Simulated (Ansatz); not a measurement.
**CH₇BGeSe: up Jacob's ladder to CCSD(T)**

One table from this session's results is given with a row withheld; the runs are named, their logs left out.

Computed with Ansatz 0.2.0, Gaussian basis. Level: functionals in def2-TZVPP, the program's frozen cores in correlated methods.

Levels to be run: LDA (SPW92), PBE-D4, revPBE-D4, BLYP-D4, r2SCAN-D4, B97M-V, PBE0-D4, B3LYP-D4, r2SCANh-D4, r2SCAN0-D4, HSE06-D4, BHLYP-D4, CAM-B3LYP-D4, LC-ωPBE, ωB97X-V, ωB97M-V, B2PLYP, PBE-QIDH; CCSD(T)/def2-SVP; CCSD(T)/def2-TZVPP; MP2/def2-QZVPP; extrapolation to the limit; RPA on PBE.

## Structure used throughout

An earlier PBE0-D4 in a triple-zeta def2 set relaxation fixed the geometry.

SMILES `B[CH2][GeH2][SeH]`, 11 atoms, charge 0, spin multiplicity 1.

Atoms are counted from 1 here; the program's logs count them from 0.

Bond lengths: B1–C2 1.531 Å, B1–H5 1.198 Å, B1–H6 1.198 Å, C2–Ge3 1.982 Å, C2–H7 1.091 Å, C2–H8 1.093 Å, Ge3–Se4 2.360 Å, Ge3–H9 1.538 Å, Ge3–H10 1.539 Å, Se4–H11 1.469 Å. Angles: C2–B1–H5 120.6°, C2–B1–H6 120.5°, H5–B1–H6 118.8°, B1–C2–Ge3 103.8°, B1–C2–H7 116.5°, B1–C2–H8 115.9°, Ge3–C2–H7 104.6°, Ge3–C2–H8 103.0°, H7–C2–H8 111.0°, C2–Ge3–Se4 106.9°, C2–Ge3–H9 110.9°, C2–Ge3–H10 109.0°, Se4–Ge3–H9 110.3°, Se4–Ge3–H10 109.8°, H9–Ge3–H10 109.9°, Ge3–Se4–H11 92.9°.

Geometry (Å):

```
B    -1.1362    1.2645   -0.3447
C     0.3655    1.0375   -0.5412
Ge    0.7375   -0.6033    0.5067
Se   -0.7528   -2.2633   -0.2639
H    -1.9297    0.7851   -1.1027
H    -1.5402    1.8623    0.6115
H     0.6925    0.7969   -1.5544
H     1.0252    1.7783   -0.0818
H     0.5264   -0.3538    2.0091
H     2.1888   -1.0443    0.2475
H    -0.1115   -3.3169    0.5347
```

Set-up of the first run:

File in.yaml:

```yaml
crystal:
  periodic: [false, false, false]
  atoms:
    - {symbol: B, position_ang: [-1.136218, 1.264529, -0.344691]}
    - {symbol: C, position_ang: [0.365456, 1.037500, -0.541239]}
    - {symbol: Ge, position_ang: [0.737547, -0.603262, 0.506673]}
    - {symbol: Se, position_ang: [-0.752795, -2.263260, -0.263912]}
    - {symbol: H, position_ang: [-1.929745, 0.785072, -1.102711]}
    - {symbol: H, position_ang: [-1.540204, 1.862310, 0.611504]}
    - {symbol: H, position_ang: [0.692520, 0.796871, -1.554377]}
    - {symbol: H, position_ang: [1.025175, 1.778292, -0.081817]}
    - {symbol: H, position_ang: [0.526416, -0.353836, 2.009148]}
    - {symbol: H, position_ang: [2.188771, -1.044313, 0.247469]}
    - {symbol: H, position_ang: [-0.111523, -3.316901, 0.534652]}
basis:
  gaussian: {orbitals: def2-TZVPP}
hamiltonian: {xc: lda}
output: {orbitals: {seedname: orbitals}}
```

Started as:

```sh
> ansatz run in.yaml --threads 4 --pin off --events-out ev --progress --plain --max-ram 10444MiB
```

Among the steps run: LDA; PBE-D4 (GGA); revPBE-D4 (GGA); BLYP-D4 (GGA); r2SCAN-D4 (meta-GGA); B97M-V (meta-GGA); B3LYP-D4 (hybrid); r2SCANh-D4 (hybrid); r2SCAN0-D4 (hybrid); HSE06-D4 (hybrid); BHLYP-D4 (hybrid); CAM-B3LYP-D4 (range-separated); LC-ωPBE (range-separated); ωB97X-V (range-separated); ωB97M-V (range-separated); B2PLYP (double hybrid); PBE-QIDH (double hybrid).

One of the session's tables, all rows but one given; the rest of the session is left out.

It belongs to the step «Frontier levels by functional». 

| functional | HOMO (eV) | LUMO (eV) | gap (eV) |
| --- | --- | --- | --- |
| LDA (SPW92) | -5.97 | -2.70 | 3.28 |
| PBE-D4 | -5.85 | -2.42 | 3.43 |
| revPBE-D4 | -5.80 | -2.30 | 3.50 |
| BLYP-D4 | -5.68 | -2.27 | 3.41 |
| r2SCAN-D4 | -6.12 | -2.07 | 4.04 |
| B97M-V | -6.22 | -2.19 | 4.03 |
| PBE0-D4 | -6.98 | -1.47 | 5.51 |
| B3LYP-D4 | -6.74 | -1.68 | 5.06 |
| r2SCANh-D4 | ? | ? | ? |
| r2SCAN0-D4 | -7.16 | -1.27 | 5.89 |
| HSE06-D4 | -6.59 | -1.85 | 4.74 |
| BHLYP-D4 | -7.96 | -0.46 | 7.50 |
| CAM-B3LYP-D4 | -8.25 | -0.41 | 7.84 |
| LC-ωPBE | -9.62 | 0.76 | 10.37 |
| ωB97X-V | -9.28 | 0.65 | 9.93 |
| ωB97M-V | -9.14 | 0.40 | 9.54 |

**Question.** Estimate the row for r2SCANh-D4.

Worked estimate for «HOMO (eV)». Against the share of exact exchange, r2SCAN-D4 (0, -6.12), r2SCAN0-D4 (0.25, -7.16) give a slope of -4.16 per unit share; at 0.1 the line stands at -6.54.

**Answer.** HOMO (eV): -6.53; LUMO (eV): -1.75; gap (eV): 4.78. In «HOMO (eV)» the line misses by -0.01.
